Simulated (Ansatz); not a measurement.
Wanted: the native input for an Ansatz 0.2.0 run.

| Property | Result |
| --- | --- |
| Task | relaxation of cell and atoms |
| Functional | PBE |
| Potentials or basis | Ansatz PAW |
| Cutoff | 420 eV (not typed: the program's choice for these potentials) |
| k mesh | 8 × 8 × 8 |
| Occupations | fermi-dirac, width 0.05 eV |
| Spin | no spin polarisation |
| Target pressure | 10 GPa |
| Target pressure (GPa) | 10 |

The system is BiS.

```
Bi S
1.0
     2.10927    1.21779    3.50049
    -2.10927    1.21779    3.50049
     0.00000   -2.43558    3.50049
Bi S
1 1
Direct
  0.00000 0.00000 0.00000
  0.50000 0.50000 0.50000
```

The cell was built by a generator and needn't be a form met in nature.

One way to write it, as run:

input.yaml

```yaml
crystal:
  lattice:
    - [2.10927087, 1.2177881, 3.50048748]
    - [-2.10927087, 1.2177881, 3.50048748]
    - [0.0, -2.43557621, 3.50048748]
  atoms:
    - { symbol: Bi, position: [0.0, 0.0, 0.0] }
    - { symbol: S, position: [0.5, 0.5, 0.5] }
hamiltonian:
  xc: pbe
  pseudopotentials: { kind: paw }
kpoints:
  mp_grid: { grid: [8, 8, 8] }
scf:
  occupations: { method: fermi_dirac, width: 0.05 }
output:
  forces: true
  stress: true
  eigenvalues: true
relax:
  f_tol: 0.01
  max_steps: 40
  cell: { stress_tol: 0.05, p_target: 10.0 }
```

Potentials or basis: Ansatz PAW.

Command:

```console
$ ansatz run input.yaml --threads 2 --pin off --max-ram 5632MiB --backend cpu --events-out ev --progress --plain --runs-dir out
```

It gave:

```
Relaxed volume                                         : 22.15 Å³/atom
Relaxed cell                                           : a = 4.465 Å, b = 4.465 Å, c = 4.465 Å, α = 47.52°, β = 47.52°, γ = 47.52°
Space group after relaxing (to 0.05 Å)                 : R-3m (No. 166)
Energy change on relaxing (the enthalpy is what falls) : +29.2 meV/atom
Ionic steps                                            : 11
Pressure after relaxing                                : 10.0 GPa
Band gap on the k mesh                                 : none (metal or under the smearing width)
```

Caveat: the volume moved by over 15 % at a fixed basis, so the end points are rough; the plane-wave basis is chosen anew once the cell has moved, so the energies of steps on either side of that aren't comparable; spin-orbit coupling is left out, which moves the levels of the heavy elements.

Run time: 17 s on 2 threads of Arm Neoverse V1 (shared host), peak memory 0.36 GiB.
